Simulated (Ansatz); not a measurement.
# CH₆BNSi: one species, many methods

An exercise on one series of results from a longer session: the logs are not shown, and one member is left open.

The runs use Ansatz 0.2.0, Gaussian basis; functionals in def2-TZVPP, the program's frozen cores in correlated methods.

Levels to be run: LDA (SPW92), PBE-D4, revPBE-D4, BLYP-D4, r2SCAN-D4, B97M-V, PBE0-D4, B3LYP-D4, r2SCANh-D4, r2SCAN0-D4, HSE06-D4, BHLYP-D4, CAM-B3LYP-D4, LC-ωPBE, ωB97X-V, ωB97M-V, B2PLYP, PBE-QIDH; CCSD(T)/def2-SVP; CCSD(T)/def2-TZVPP; MP2/def2-QZVPP; extrapolation to the limit; RPA on PBE.

### Structure used throughout

All runs share one geometry, relaxed beforehand with PBE0-D4 in a triple-zeta def2 set.

SMILES `[SiH3]N1BC1`, 10 atoms, charge 0, spin multiplicity 1.

Atoms are counted from 1 here; the program's logs count them from 0.

Bond lengths: Si1–N2 1.718 Å, Si1–H5 1.486 Å, Si1–H6 1.484 Å, Si1–H7 1.486 Å, N2–B3 1.359 Å, N2–C4 1.499 Å, B3–C4 1.537 Å, B3–H8 1.183 Å, C4–H9 1.089 Å, C4–H10 1.089 Å. Angles: N2–Si1–H5 109.8°, N2–Si1–H6 108.6°, N2–Si1–H7 109.8°, H5–Si1–H6 110.1°, H5–Si1–H7 108.4°, H6–Si1–H7 110.1°, Si1–N2–B3 160.1°, Si1–N2–C4 135.0°, B3–N2–C4 64.9°, N2–B3–C4 62.0°, N2–B3–H8 142.6°, C4–B3–H8 155.4°, N2–C4–B3 53.2°, N2–C4–H9 115.5°, N2–C4–H10 115.5°, B3–C4–H9 121.9°, B3–C4–H10 121.9°, H9–C4–H10 113.7°.

The first run:

Contents of in.yaml:

```yaml
crystal:
  periodic: [false, false, false]
  atoms:
    - {symbol: Si, position_ang: [0.301781, 1.464771, 0.412681]}
    - {symbol: N, position_ang: [-0.174916, -0.169920, 0.181862]}
    - {symbol: B, position_ang: [-0.774064, -1.369914, 0.401887]}
    - {symbol: C, position_ang: [0.099723, -1.218138, -0.853983]}
    - {symbol: H, position_ang: [-0.138516, 2.286047, -0.745269]}
    - {symbol: H, position_ang: [-0.322356, 1.967886, 1.661218]}
    - {symbol: H, position_ang: [1.782455, 1.548514, 0.512203]}
    - {symbol: H, position_ang: [-1.482242, -1.942198, 1.157414]}
    - {symbol: H, position_ang: [-0.332533, -1.032152, -1.835881]}
    - {symbol: H, position_ang: [1.123867, -1.586197, -0.889329]}
basis:
  gaussian: {orbitals: def2-TZVPP}
hamiltonian: {xc: lda}
output: {orbitals: {seedname: orbitals}}
```

The run is started by

```sh
$ ansatz run in.yaml --threads 2 --pin off --events-out ev --progress --plain --max-ram 4352MiB
```

Among the steps run: LDA; PBE-D4 (GGA); revPBE-D4 (GGA); BLYP-D4 (GGA); r2SCAN-D4 (meta-GGA); B97M-V (meta-GGA); B3LYP-D4 (hybrid); r2SCANh-D4 (hybrid); r2SCAN0-D4 (hybrid); HSE06-D4 (hybrid); BHLYP-D4 (hybrid); CAM-B3LYP-D4 (range-separated); LC-ωPBE (range-separated); ωB97X-V (range-separated); ωB97M-V (range-separated); B2PLYP (double hybrid); PBE-QIDH (double hybrid).

One table of the session follows, with a row left open; its other results are not shown here.

| functional | HOMO (eV) | gap (eV) |
| --- | --- | --- |
| LDA (SPW92) | -6.68 | 5.19 |
| PBE-D4 | -6.57 | 5.33 |
| revPBE-D4 | -6.53 | 5.38 |
| BLYP-D4 | -6.44 | 5.35 |
| r2SCAN-D4 | -6.78 | 5.91 |
| B97M-V | -6.90 | 5.96 |
| PBE0-D4 | -7.82 | 7.56 |
| B3LYP-D4 | -7.60 | 7.12 |
| r2SCANh-D4 | -7.26 | 6.73 |
| r2SCAN0-D4 | -7.97 | 7.94 |
| HSE06-D4 | ? | ? |
| BHLYP-D4 | -8.98 | 9.72 |
| CAM-B3LYP-D4 | -9.17 | 10.00 |
| LC-ωPBE | -10.55 | 12.55 |
| ωB97X-V | -10.18 | 12.08 |
| ωB97M-V | -10.09 | 11.71 |

Q: Estimate the row for HSE06-D4 from the others.

**Answer.** HOMO (eV): -7.42; gap (eV): 6.78. In the column «HOMO (eV)» it lies between B3LYP-D4 (-7.60) and r2SCANh-D4 (-7.26).
